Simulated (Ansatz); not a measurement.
# BHBr (sextet): from Hartree-Fock to the top rungs, cc-pVDZ

One table from this session's results is given with a row withheld; the runs are named, their logs left out.

Method: cc-pVDZ, core rule «outside noble gas», up to 15 orbitals frozen; program: Ansatz 0.2.0, Gaussian basis.

To be run: UHF; CCSD(T) on ROHF; CCSD(T) on UHF; BCCD(T) on ROHF; CISD as a restricted active space (open shells left free, so some higher excitations enter); CCSDT(Q) on ROHF; CCSDT(Q) on UHF.

35 further runs of the same task are left out: 6 for a known fault of the program, 12 that didn't finish, 17 set aside as unsound or not needed. Runs told in other sessions of the task aren't counted.

### The system

The geometry is a PBE0/def2-TZVP stationary point (not a proven minimum) of the parent state, kept for this charge and spin. No spin-orbit coupling is included. The filled d shell of Br may be among the frozen orbitals whatever the setting's name suggests.

3 atoms, charge 0, spin multiplicity 6.

Atoms are counted from 1 here; the program's logs count them from 0.

Bond lengths: B1–Br2 1.977 Å, B1–H3 1.279 Å. Angles: Br2–B1–H3 79.0°.

The first run:

The input, in.yaml:

```yaml
crystal:
  periodic: [false, false, false]
  atoms:
    - {symbol: B, position_ang: [0.000000, -0.188124, 1.715115]}
    - {symbol: Br, position_ang: [0.000000, 0.011759, -0.252218]}
    - {symbol: H, position_ang: [0.000000, 1.085637, 1.598465]}
basis:
  gaussian: {orbitals: cc-pVDZ}
magnetization: {spin_polarized: true, initial_magnetization: 5}
hamiltonian: {xc: hf}
output: {orbitals: {seedname: orbitals}}
```

The run is started by

```
> ansatz run in.yaml --threads 1 --pin off --events-out ev --progress --plain --max-ram 2393MiB
```

Steps of the session up to this table: UHF; CCSD(T) on ROHF; CCSD(T) on UHF; BCCD(T) on ROHF; CISD as a restricted active space (open shells left free, so some higher excitations enter); CCSDT(Q) on ROHF; CCSDT(Q) on UHF.

One of the session's tables, all rows but one given; the rest of the session is left out.

It belongs to the step «Misses and costs». 

```
   method  from UCCSDT(Q) (kJ/mol)
     ROHF                   +472.3
      UHF                   +453.5
     RMP2                    +77.4
     UMP2                    +80.8
     CISD                    +35.3
    RCCSD                    +13.5
    UCCSD                        ?
 RCCSD(T)                     +3.2
 UCCSD(T)                     +2.7
  BCCD(T)                     +3.2
   RCCSDT                     +1.3
   UCCSDT                     +0.8
RCCSDT(Q)                     +0.5
UCCSDT(Q)                        0
```

Q: Estimate the row for UCCSD from the others.

As computed: from UCCSDT(Q) (kJ/mol): +12.6. In the column «from UCCSDT(Q) (kJ/mol)» it lies between BCCD(T) (+3.2) and RCCSD (+13.5).

To keep in mind: Restricted and unrestricted rows rest on different reference determinants; a gap between their highest levels can come from leftover correlation error, from unlike frozen cores or from another state.
